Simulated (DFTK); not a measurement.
# PtSe (P-6m2) in DFTK: reference runs

How does PtSe come out in PBE? The cell is run as given.

All numbers are computed with DFTK 0.8.2; they aren't measurements. Logs are shortened: lines on timing, memory, paths and dates and some standing lists are left out, and cuts for length are marked.

## Step 1: The structure

It takes space group P-6m2 (No. 187, hexagonal). Conventional cell: a = 3.702 Å, b = 3.702 Å, c = 3.613 Å, α = 90.00°, β = 90.00°, γ = 120.00°. Around Pt (site symmetry -6m2) lie 6 Se at 2.80 Å. Se (site symmetry -6m2) is surrounded by 6 Pt at 2.80 Å.

The cell comes from a database or a generator and needn't be the stable form of this composition.

## Step 2: Single point, PBE

Contents of run.jl:

```julia
using DFTK
using PseudoPotentialData
using Unitful, UnitfulAtomic
using LinearAlgebra, Printf
include("save.jl")
disable_threading()

# lattice vectors are the columns
lattice = austrip(1u"Å") * [    3.70187033    -1.85093516            0.0;
                      0.0     3.20591375            0.0;
                      0.0            0.0     3.61284203]
symbols   = [:Pt, :Se]
positions = [[0.0, 0.0, 0.0],
             [0.6666666667, 0.3333333333, 0.5]]
pseudopotentials = PseudoFamily("dojo.nc.sr.pbe.v0_4_1.standard.upf")
elements = Dict(s => ElementPsp(s, pseudopotentials) for s in unique(symbols))
atoms    = [elements[s] for s in symbols]

build_model(lattice, positions; symmetries=true) =
    model_DFT(lattice, atoms, positions;
              functionals=PBE(),
              temperature=austrip(0.05u"eV"),
              smearing=Smearing.FermiDirac(),
              symmetries)
Ecut  = 43.0  # hartree
kgrid = [8, 8, 7]
tol   = 1e-6
to_GPa = ustrip(uconvert(u"GPa", 1u"hartree/bohr^3"))

model = build_model(lattice, positions)
basis = PlaneWaveBasis(model; Ecut, kgrid)
display(basis)
scfres = self_consistent_field(basis;
                               tol,
                               nbandsalg=AdaptiveBands(model; n_bands_converge=22))
display(scfres.energies)
@printf "Fermi level: %.6f eV\n" ustrip(auconvert(u"eV", something(scfres.εF, NaN)))
forces = compute_forces_cart(scfres)
println("Forces (eV/Å)")
for (s, f) in zip(symbols, forces)
    @printf "%-3s %12.6f %12.6f %12.6f\n" s ustrip.(auconvert.(u"eV/Å", f))...
end
stress = compute_stresses_cart(scfres)
println("Stress (GPa)")
display(round.(stress * to_GPa; digits=4))
println("Levels at the first k-point (eV): ", round.(ustrip.(auconvert.(u"eV", scfres.eigenvalues[1][1:scfres.n_bands_converge])); digits=4))
save_scf!(scfres; forces, stress)
```

Potentials or basis: dojo.nc.sr.pbe.v0_4_1.standard.upf (PBE).

On the command line:

```bash
$ julia --threads=1 run.jl  # save.jl only writes the numbers to a file and isn't shown; printed stress counts tension as positive; times include loading and compiling
```

The log of the run:

```text
PlaneWaveBasis discretization:

    Ecut                 : 43.0 Ha
    fft_size             : (45, 45, 45), 91125 total points
    kgrid                : MonkhorstPack([8, 8, 7])
    num.   red. kpoints  : 448
    num. irred. kpoints  : 60

    Discretized Model(gga_x_pbe+gga_c_pbe, 3D):
        lattice (in Bohr)    : [6.99552   , -3.49776  , 0         ]
                               [0         , 6.0583    , 0         ]
                               [0         , 0         , 6.82728   ]
        unit cell volume     : 289.35 Bohr³

        atoms                : PtSe
        pseudopot. family    : PseudoFamily("dojo.nc.sr.pbe.v0_4_1.standard.upf")

        num. electrons       : 34
        spin polarization    : none
        temperature          : 0.0018375 Ha
        smearing             : DFTK.Smearing.FermiDirac()

        terms                : Kinetic()
                               AtomicLocal()
                               AtomicNonlocal()
                               Ewald(nothing)
                               PspCorrection()
                               Hartree()
                               Xc(gga_x_pbe, gga_c_pbe)
                               Entropy()
n     Energy            log10(ΔE)   log10(Δρ)   Diag   Δtime
---   ---------------   ---------   ---------   ----   ------
  1   -251.7875856252                   -0.93    5.1    27.3s
  2   -251.8009733743       -1.87       -1.23    1.0    11.1s
  3   -251.8054012104       -2.35       -1.99    2.3    14.4s
  4   -251.8054197317       -4.73       -2.41    1.6    11.3s
  5   -251.8054293708       -5.02       -2.98    2.1    13.5s
  6   -251.8054299963       -6.20       -3.53    2.1    15.1s
  7   -251.8054300757       -7.10       -4.14    2.2    15.6s
  8   -251.8054300777       -8.69       -4.73    2.4    16.4s
  9   -251.8054300778      -10.05       -5.03    2.4    16.5s
 10   -251.8054300778      -10.39       -5.53    1.4    12.4s
 11   -251.8054300778      -11.25       -6.03    2.3    14.6s
Energy breakdown (in Ha):
    Kinetic             115.7522785
    AtomicLocal         -183.5676430
    AtomicNonlocal      -45.2474926
    Ewald               -156.2841151
    PspCorrection       6.5889647
    Hartree             58.8513683
    Xc                  -47.8984142
    Entropy             -0.0003766

    total               -251.805430077825
Fermi level: 7.795621 eV
Forces (eV/Å)
Pt      0.000000    -0.000000     0.000000
Se     -0.000002     0.000001     0.000000
Stress (GPa)
3×3 StaticArraysCore.SMatrix{3, 3, Float64, 9} with indices SOneTo(3)×SOneTo(3):
  9.9323  0.0     -0.0
  0.0     9.9323   0.0
 -0.0     0.0     14.8391
Levels at the first k-point (eV): [-90.0541, -44.2861, -44.1765, -44.1765, -40.9171, -40.908, -40.908, -40.9025, -40.9025, -6.6619, 4.237, 4.237, 4.4288, 5.776, 5.8093, 5.8093, 7.707, 8.4126, 8.4126, 15.2095, 15.5818, 15.5818]
```

Wall time 6.6 min (1 thread of Intel Xeon Platinum 8375C at 2.90GHz (Ice Lake), shared host); peak memory 2.2 GiB.

What came out:

```yaml
Free_energy: -6851.9748 eV
Pressure: -11.6 GPa
Band_gap_on_the_k_mesh: none (metal or under the smearing width)
```

The run has no spin-orbit coupling, so splittings on Pt are missing.
